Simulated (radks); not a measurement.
# Cl in [Ne] 3s2 3p4 4p1: an all-electron calculation

The task here is to estimate one member of a computed series from the others.

Program: radks (a radial shooting solver on a logarithmic mesh, Libxc functionals) version 1. Level of theory: scalar-relativistic Kohn-Sham, exchange-only PBE, spin-unpolarised, spherical densities, finite nucleus. These are calculated values, not measurements, unless marked.

### What is computed

```
element            : chlorine (Z = 17)
charge             : 0
electrons          : 17
configuration      : [Ne] 3s2 3p4 4p1
nuclear rms radius : 3.3654 fm
```

Outer shells as boxes (Hund's rule):

Cl
```
[Ne] core
3s [↑↓]
3p [↑↓][↑ ][↑ ]
4p [↑ ][  ][  ]
```

The first run:

The run's settings:

```text
Z 17
configuration [Ne] 3s2 3p4 4p1
relativity scalar-relativistic
functional pbe,
spin unpolarised
nucleus finite rms 3.3654 fm
c 137.035999084
```

One table of the session follows, with a row left open; its other results are not shown here.

It belongs to the step «Orbitals and density». Radial moments (bohr):

```
level      <r>  outermost maximum (interpolated)  90 % within  nodes
   1s  0.09097                            0.0595        0.162      0
   2s        ?                                 ?            ?      ?
   2p   0.4069                             0.301        0.676      0
   3s    1.494                              1.27         2.25      2
   3p    1.729                              1.39         2.70      1
   4p    7.617                              6.16         11.8      2
```

Q: Estimate the row for 2s from the others.

**Answer.** <r>: 0.4444; outermost maximum (interpolated): 0.362; 90 % within: 0.695; nodes: 1. In the column «<r>» it lies between 2p (0.4069) and 3s (1.494).
